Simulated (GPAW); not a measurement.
Set up this calculation in GPAW 26.7.0, as an ASE script.

* Task: relaxation of cell and atoms
* Functional: PBEsol
* Potentials or basis: PAW data sets generated in the run's folder for this functional
* Cutoff: 600 eV
* Basis: pw
* k mesh: 5 × 5 × 5
* Occupations: fermi-dirac, width 0.05 eV
* Spin: collinear spin, ferromagnetic start
* Starting moments: [0.0, 0.0, 0.0, 2.0] μB
* Maxiter: 150
* Optimizer: BFGS
* Fmax: 0.02 eV/Å
* Max steps: 60
* Convergence: density=1e-05 forces=0.0001

CoW3:

```
CELL_PARAMETERS angstrom
3.90735 0.00000 0.00000
0.00000 3.90735 0.00000
0.00000 0.00000 3.90735
ATOMIC_POSITIONS crystal
W 0.50000 0.50000 0.00000
W 0.50000 0.00000 0.50000
W 0.00000 0.50000 0.50000
Co 0.00000 0.00000 0.00000
```

The cell comes from a database or a generator and needn't be the stable form of this composition.

These files were run (other wordings do the same):

run.py

```python
from ase import Atoms
from ase.filters import FrechetCellFilter
from ase.io import write
from ase.optimize import BFGS
from gpaw import GPAW, PW, setup_paths

setup_paths.insert(0, '.')

atoms = Atoms(['W', 'W', 'W', 'Co'],
              cell=[[3.907351, 0.0, 0.0],
                    [0.0, 3.907351, 0.0],
                    [0.0, 0.0, 3.907351]],
              scaled_positions=[[0.5, 0.5, 0.0],
                                [0.5, 0.0, 0.5],
                                [0.0, 0.5, 0.5],
                                [0.0, 0.0, 0.0]],
              pbc=True)
atoms.set_initial_magnetic_moments([0.0, 0.0, 0.0, 2.0])

calc = GPAW(mode=PW(600),
            xc='PBEsol',
            kpts={'size': (5, 5, 5), 'gamma': True},
            occupations={'name': 'fermi-dirac', 'width': 0.05},
            nbands=46,
            convergence={'density': 1e-05, 'forces': 0.0001},
            maxiter=150,
            txt='gpaw.txt')
atoms.calc = calc
opt = BFGS(FrechetCellFilter(atoms), trajectory='relax.traj', logfile='-')
done = opt.run(fmax=0.02, steps=60)
calc.write('gs.gpw')
write('result.traj', atoms)
print('Converged:', done)
print('Cell:', atoms.cell.cellpar().round(4))
print('Volume:', round(atoms.get_volume(), 4))
print(atoms.get_scaled_positions().round(5))
```

Potentials or basis: PAW data sets generated in the run's folder for this functional, pw.

The run is started by

```console
$ gpaw-setup -f PBEsol Co W
$ OMP_NUM_THREADS=1 python run.py
```

It gave:

```json
{"Relaxed volume": "14.36 Å³/atom", "Relaxed cell": "a = 3.859 Å, b = 3.859 Å, c = 3.859 Å, α = 90.00°, β = 90.00°, γ = 90.00°", "Space group after relaxing (to 0.05 Å)": "Pm-3m (No. 221)", "Energy gained by relaxing": "16.7 meV/atom", "Ionic steps": "4", "Pressure after relaxing": "0.0 GPa", "Band gap on the k mesh": "none (metal or under the smearing width)", "Net moment": "0.93 μB per cell", "Site moments": "W +0.06; Co +0.70 μB"}
```

Caveat: each step starts from the last one's moments, so a moment once lost doesn't come back; later steps reuse the first step's grids.

It took 3.9 min on 1 thread of Arm Neoverse V1, with other jobs on the host, peak memory 0.25 GiB.
